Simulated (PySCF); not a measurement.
# RbF: a composite coupled-cluster curve

One table from this session's results is given with a row withheld; the runs are named, their logs left out.

Program: PySCF 2.14.0. Level of theory: CCSD(T) on RHF, spin-free X2C with a Gaussian nucleus. These are calculated values, not measurements.

2 further runs of the same task are left out: 2 set aside as unsound or not needed.

The first run:

```
molecule             : RbF
state                : singlet, unpaired electrons none
smaller basis        : Rb cc-pwCVDZ-X2C, F aug-cc-pVDZ-DK
larger basis         : Rb cc-pwCVTZ-X2C, F aug-cc-pVTZ-DK
frozen core orbitals : 15
extrapolation        : correlation as n⁻³ (n = 2, 3), Hartree–Fock as (n+1)·exp(−9√n)
corrections          : core–valence correlation
distances (Å)        : 1.9906, 2.0811, 2.1716, 2.2620, 2.3525, 2.4656, 2.5787
masses (u)           : 84.9118, 18.9984
dissociation limit   : Rb + F
```

Started as:

```bash
$ OMP_NUM_THREADS=4 python comp.py task.json out
```

One of the session's tables, all rows but one given; the rest of the session is left out.

Parts of the energy along the bond, in eV from Rb + F:

```
 R (Å)  HF/CBS  CCSD corr.      (T)  core–valence
1.9906  -2.475      -1.925  -0.1710       -0.0094
2.0811  -2.811      -1.892  -0.1682       -0.0087
2.1716  -2.997      -1.864  -0.1662       -0.0082
2.2620  -3.075      -1.839  -0.1647       -0.0078
2.3525  -3.078      -1.818  -0.1638       -0.0075
2.4656       ?           ?        ?             ?
2.5787  -2.891      -1.778  -0.1630       -0.0070
```

Estimate the missing values for R (Å) = 2.4656.

Worked estimate for «HF/CBS». A straight line through the neighbours (2.3525, -3.078) and (2.5787, -2.891) gives -3.078 + (-2.891 + 3.078) × (2.4656 − 2.3525) / (2.5787 − 2.3525) = -2.985; a parabola fitted to 3 rows on both sides gives -3.019.

As computed: HF/CBS: -3.010; CCSD corr.: -1.796; (T): -0.1632; core–valence: -0.0072. In «HF/CBS» the line misses by +0.025 and the parabola by -0.009.

Limits of these values: An extrapolation from double and triple zeta is rough, so this isn't yet the limit.
